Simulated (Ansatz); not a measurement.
I need a ladder of methods at one geometry of BFH₄O₂Si, SMILES B[Si](O)(O)F. Use Ansatz 0.2.0, Python API. Use (for the species named): revPBE, def2-SVP basis, multiplicity 1. The script varies functional: revpbe, pbe, r2scan, pbe0.

`bfh4o2si.xyz`
```text
9

B    -0.55280    0.20280   -1.57230
Si    0.12080    0.05070    0.20270
O     1.04660   -1.36950    0.26400
O    -1.09040   -0.04600    1.32820
F     1.08280    1.38750    0.54910
H    -1.46890    1.04970   -1.74110
H     0.16300    0.09590   -2.48960
H     1.50500   -1.34940    1.18270
H    -0.71760   -0.06790    2.25920
```

The script, `bfh4o2si_methods.py`:
```python
# -*- coding: utf-8 -*-
'''BFH4O2Si at several levels of theory.'''

from dataclasses import dataclass
from pathlib import Path
import logging
import sys
import warnings

import ansatz as az
import numpy as np

logging.basicConfig(stream=sys.stdout, format='%(name)s: %(message)s')
log = logging.getLogger('bfh4o2si')
log.setLevel(logging.INFO)


@dataclass(frozen=True)
class RunConfig:
    basis_set: str = 'def2-SVP'


opts = RunConfig()

warnings.simplefilter('ignore', az.DeckWarning)

system = az.Crystal.molecule_from_extxyz('bfh4o2si.xyz')

calculation = system.calculation().basis(gaussian=opts.basis_set)

log.info('functional    E (Ha)        dipole (D)   HOMO (eV)  LUMO (eV)')
for name in ['revpbe', 'pbe', 'r2scan', 'pbe0']:
    r = calculation.functional(name).forces().orbitals().run(runs_dir='runs').report
    lines = Path(r['orbitals_path']).read_text().splitlines()
    field_of = lambda key: [line.split('=')[1].strip() for line in lines if line.startswith(key)]
    orbitals = [(27.211386 * float(e), s, float(n)) for e, s, n in zip(field_of('Ene='), field_of('Spin='), field_of('Occup='))]
    homo = max(e for e, _, n in orbitals if n > 0.5)
    lumo = min(e for e, _, n in orbitals if n < 0.5)
    dipole = 4.803205 * np.linalg.norm(r['charge_distribution']['dipole_moment_e_ang'])
    log.info(f'{name:10s} {r["free_energy_ev"] / 27.211386246:14.6f} {dipole:9.3f} {homo:11.3f} {lumo:10.3f}')
```

```console
$ python bfh4o2si_methods.py
bfh4o2si: functional    E (Ha)        dipole (D)   HOMO (eV)  LUMO (eV)
bfh4o2si: revpbe        -566.663824     1.794      -7.011     -3.795
bfh4o2si: pbe           -566.369582     1.814      -7.059     -3.914
bfh4o2si: r2scan        -566.659769     1.819      -7.561     -3.599
bfh4o2si: pbe0          -566.405394     1.765      -8.915     -2.928
```

Caveats:
- Total energies depend on the basis set; only differences at equal settings carry meaning.
- The geometry is a force-field or estimated start, not a minimum of this method, and the basis set is short of its limit. A lower total doesn't mark the better method: functionals have no common bound, and MP2 and coupled cluster aren't variational.
- Levels such as HOMO and LUMO are orbital energies: with these approximate functionals they aren't the ionisation energy and electron affinity, and their gap isn't the fundamental gap.
- Run time: 16 s on 1 thread of Arm Neoverse V1, on a shared host, peak memory 0.25 GiB.
